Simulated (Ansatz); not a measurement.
# BGeH₄ (doublet): wave-function methods side by side at a displaced geometry (v1), cc-pVDZ

One table from this session's results is given with a row withheld; the runs are named, their logs left out.

Method: cc-pVDZ, core rule «outside noble gas», up to 15 orbitals frozen; program: Ansatz 0.2.0, Gaussian basis.

To be run: UHF; CCSD(T) on ROHF; CCSD(T) on UHF; BCCD(T) on ROHF; CISD; CCSDT(Q) on ROHF; CCSDT(Q) on UHF; CASSCF and MRCISD+Q, 9 electrons in 9 orbitals; CASSCF and NEVPT2, 9 electrons in 9 orbitals.

10 further runs of the same task are left out: 5 that didn't finish, 5 set aside as unsound or not needed.

**What is computed**

The geometry is a PBE0/def2-TZVP stationary point (not a proven minimum) with its atoms shifted at random (size 0.040 Å). No spin-orbit coupling is included. The filled d shell of Ge may be among the frozen orbitals whatever the setting's name suggests; the logs give the count.

6 atoms, charge 0, spin multiplicity 2.

Atoms are counted from 1 here; the program's logs count them from 0.

Bond lengths: Ge1–B2 1.985 Å, Ge1–H3 1.542 Å, Ge1–H4 1.539 Å, B2–H5 1.240 Å, B2–H6 1.207 Å. Angles: B2–Ge1–H3 123.1°, B2–Ge1–H4 123.5°, H3–Ge1–H4 113.4°, Ge1–B2–H5 120.8°, Ge1–B2–H6 120.6°, H5–B2–H6 118.2°.

Coordinates:

```tsv
atom	x (Å)	y (Å)	z (Å)
Ge1	0.0017	0.0020	0.2859
B2	0.0009	-0.0142	-1.6988
H3	0.0489	1.3004	1.1168
H4	-0.0539	-1.2730	1.1466
H5	-0.0963	1.0409	-2.3425
H6	-0.0326	-1.0569	-2.3053
```

The first run:

The input, in.yaml:

```yaml
crystal:
  periodic: [false, false, false]
  atoms:
    - {symbol: Ge, position_ang: [0.001726, 0.001954, 0.285917]}
    - {symbol: B, position_ang: [0.000893, -0.014189, -1.698793]}
    - {symbol: H, position_ang: [0.048857, 1.300379, 1.116798]}
    - {symbol: H, position_ang: [-0.053920, -1.272951, 1.146600]}
    - {symbol: H, position_ang: [-0.096304, 1.040855, -2.342502]}
    - {symbol: H, position_ang: [-0.032594, -1.056901, -2.305318]}
basis:
  gaussian: {orbitals: cc-pVDZ}
magnetization: {spin_polarized: true, initial_magnetization: 1}
hamiltonian: {xc: hf}
output: {orbitals: {seedname: orbitals}}
```

On the command line:

```bash
$ ansatz run in.yaml --threads 1 --pin off --events-out ev --progress --plain --max-ram 2393MiB
```

Steps of the session up to this table: UHF; CCSD(T) on ROHF; CCSD(T) on UHF; BCCD(T) on ROHF; CISD; CCSDT(Q) on ROHF; CCSDT(Q) on UHF; CASSCF and MRCISD+Q, 9 electrons in 9 orbitals; CASSCF and NEVPT2, 9 electrons in 9 orbitals.

One of the session's tables, all rows but one given; the rest of the session is left out.

```
   method  from UCCSDT(Q) (meV)
     ROHF               +5951.0
      UHF               +5878.0
     RMP2               +1250.4
     UMP2                     ?
     CISD                +621.0
    RCCSD                +183.0
    UCCSD                +179.2
 RCCSD(T)                 +37.6
 UCCSD(T)                 +35.8
  BCCD(T)                 +36.8
   RCCSDT                  +7.9
   UCCSDT                  +5.7
RCCSDT(Q)                  +2.3
UCCSDT(Q)                     0
```

Q: Estimate the row for UMP2 from the others.

**Answer.** from UCCSDT(Q) (meV): +1260.7. In the column «from UCCSDT(Q) (meV)» it lies between RMP2 (+1250.4) and UHF (+5878.0).

Left out of the table: CASSCF frontier, NEVPT2 frontier, MRCISD frontier, MRCISD+Q frontier (the active space lost an orbital or holds another state than full CI finds).

Limits of these values: Restricted and unrestricted rows rest on different reference determinants; where their highest levels disagree by more than a few hundredths of an eV, they describe different states and don't form one ladder. Warnings in the runs' records: passed over end.
